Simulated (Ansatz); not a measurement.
# CH₇BO₂Si: up Jacob's ladder to CCSD(T)

An exercise on one series of results from a longer session: the logs are not shown, and one member is left open.

Program: Ansatz 0.2.0, Gaussian basis. Level of theory: functionals in def2-TZVPP, the program's frozen cores in correlated methods. These are calculated values, not measurements.

Levels to be run: LDA (SPW92), PBE-D4, revPBE-D4, BLYP-D4, r2SCAN-D4, B97M-V, PBE0-D4, B3LYP-D4, r2SCANh-D4, r2SCAN0-D4, HSE06-D4, BHLYP-D4, CAM-B3LYP-D4, LC-ωPBE, ωB97X-V, ωB97M-V, B2PLYP, PBE-QIDH; CCSD(T)/def2-SVP; CCSD(T)/def2-TZVPP; MP2/def2-QZVPP; extrapolation to the limit; RPA on PBE.

**Structure used throughout**

An earlier PBE0-D4 in a triple-zeta def2 set relaxation fixed the geometry.

SMILES `COBO[SiH3]`, 12 atoms, charge 0, spin multiplicity 1.

Atoms are counted from 1 here; the program's logs count them from 0.

Bond lengths: C1–O2 1.410 Å, C1–H6 1.094 Å, C1–H7 1.092 Å, C1–H8 1.092 Å, O2–B3 1.354 Å, B3–O4 1.355 Å, B3–H9 1.200 Å, O4–Si5 1.655 Å, Si5–H10 1.485 Å, Si5–H11 1.485 Å, Si5–H12 1.482 Å. Angles: O2–C1–H6 111.5°, O2–C1–H7 109.1°, O2–C1–H8 109.2°, H6–C1–H7 109.2°, H6–C1–H8 109.2°, H7–C1–H8 108.7°, C1–O2–B3 122.0°, O2–B3–O4 118.8°, O2–B3–H9 121.2°, O4–B3–H9 119.9°, B3–O4–Si5 129.8°, O4–Si5–H10 110.7°, O4–Si5–H11 110.6°, O4–Si5–H12 106.4°, H10–Si5–H11 109.6°, H10–Si5–H12 109.7°, H11–Si5–H12 109.7°.

Set-up of the first run:

Contents of in.yaml:

```yaml
crystal:
  periodic: [false, false, false]
  atoms:
    - {symbol: C, position_ang: [-1.243080, -0.089563, 1.810927]}
    - {symbol: O, position_ang: [-0.422472, 0.080781, 0.676437]}
    - {symbol: B, position_ang: [-0.146342, -0.939807, -0.169958]}
    - {symbol: O, position_ang: [0.648066, -0.703044, -1.242183]}
    - {symbol: Si, position_ang: [1.381800, 0.699228, -1.727755]}
    - {symbol: H, position_ang: [-1.592010, -1.122094, 1.901081]}
    - {symbol: H, position_ang: [-0.676182, 0.176612, 2.705375]}
    - {symbol: H, position_ang: [-2.106122, 0.574766, 1.731927]}
    - {symbol: H, position_ang: [-0.589902, -2.039433, 0.015261]}
    - {symbol: H, position_ang: [0.373322, 1.757588, -1.986063]}
    - {symbol: H, position_ang: [2.344558, 1.168717, -0.699795]}
    - {symbol: H, position_ang: [2.105265, 0.381049, -2.981352]}
basis:
  gaussian: {orbitals: def2-TZVPP}
hamiltonian: {xc: lda}
output: {orbitals: {seedname: orbitals}}
```

Launch:

```bash
ansatz run in.yaml --threads 4 --pin off --events-out ev --progress --plain --max-ram 10444MiB
```

Among the steps run: LDA; PBE-D4 (GGA); revPBE-D4 (GGA); BLYP-D4 (GGA); r2SCAN-D4 (meta-GGA); B97M-V (meta-GGA); PBE0-D4 (hybrid); B3LYP-D4 (hybrid); r2SCANh-D4 (hybrid); r2SCAN0-D4 (hybrid); HSE06-D4 (hybrid); BHLYP-D4 (hybrid); CAM-B3LYP-D4 (range-separated); LC-ωPBE (range-separated); ωB97X-V (range-separated); ωB97M-V (range-separated); B2PLYP (double hybrid); PBE-QIDH (double hybrid).

One of the session's tables, all rows but one given; the rest of the session is left out.

It belongs to the step «Frontier levels by functional». 

```
  functional  HOMO (eV)  LUMO (eV)  gap (eV)
 LDA (SPW92)      -7.34      -0.73      6.61
      PBE-D4      -7.21      -0.46      6.75
   revPBE-D4      -7.16      -0.35      6.81
     BLYP-D4      -7.11      -0.34      6.77
   r2SCAN-D4      -7.54      -0.05      7.49
      B97M-V      -7.67      -0.29      7.38
     PBE0-D4      -8.70       0.44      9.14
    B3LYP-D4      -8.46       0.22      8.68
  r2SCANh-D4      -8.09       0.29      8.39
  r2SCAN0-D4      -8.93       0.73      9.66
    HSE06-D4      -8.29       0.07      8.36
    BHLYP-D4     -10.13       1.28     11.41
CAM-B3LYP-D4          ?          ?         ?
     LC-ωPBE     -11.48       2.59     14.07
     ωB97X-V     -11.15       2.43     13.57
     ωB97M-V     -11.05       2.05     13.11
```

Estimate the missing values for CAM-B3LYP-D4.

The run gave: HOMO (eV): -10.13; LUMO (eV): 1.39; gap (eV): 11.52.
